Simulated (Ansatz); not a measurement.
# CeO2 (fluorite): the cost of one run

Method: DFT r2SCAN, scalar-relativistic, plane waves, PAW, in Ansatz 0.2.0.

**1. The starting structure**

Symmetry: Fm-3m, No. 225, cubic system. Conventional cell: a = 5.407 Å, b = 5.407 Å, c = 5.407 Å, α = 90.00°, β = 90.00°, γ = 90.00°. Ce (site symmetry m-3m) is surrounded by 8 O at 2.34 Å. Around O (site symmetry -43m) lie 4 Ce at 2.34 Å.

As a file:

```
CELL_PARAMETERS angstrom
0.00000 2.70365 2.70365
2.70365 0.00000 2.70365
2.70365 2.70365 0.00000
ATOMIC_POSITIONS crystal
Ce 0.00000 0.00000 0.00000
O 0.25000 0.25000 0.25000
O 0.75000 0.75000 0.75000
```

The structure rests on an entry of the Crystallography Open Database; cell or positions may have been set otherwise for this series.

**2. Cell and atoms relaxed at 0 GPa**

File input.yaml:

```yaml
crystal:
  lattice:
    - [0.0, 2.70365, 2.70365]
    - [2.70365, 0.0, 2.70365]
    - [2.70365, 2.70365, 0.0]
  atoms:
    - { symbol: Ce, position: [0.0, 0.0, 0.0] }
    - { symbol: O, position: [0.25, 0.25, 0.25] }
    - { symbol: O, position: [0.75, 0.75, 0.75] }
scf:
  occupations: { method: fixed }
output:
  forces: true
  stress: true
  eigenvalues: true
  write_density: true
  write_potential: true
  elf: true
  volumetric_format: npy
hamiltonian:
  xc: r2scan
basis:
  ecutwfc: 560
kpoints:
  mp_grid: { grid: [8, 8, 8] }
relax:
  f_tol: 0.003
  max_steps: 60
  cell: { stress_tol: 0.02, p_target: 0 }
```

Run with:

```console
ansatz run input.yaml --threads 8 --pin off --max-ram 24576MiB --backend cpu --events-out ev --progress --plain --runs-dir out
```

What time and memory should one allow on 8 threads of Intel Xeon 6975P-C (Granite Rapids), shared host?

About 2.4 s, with a peak of 0.55 GiB.
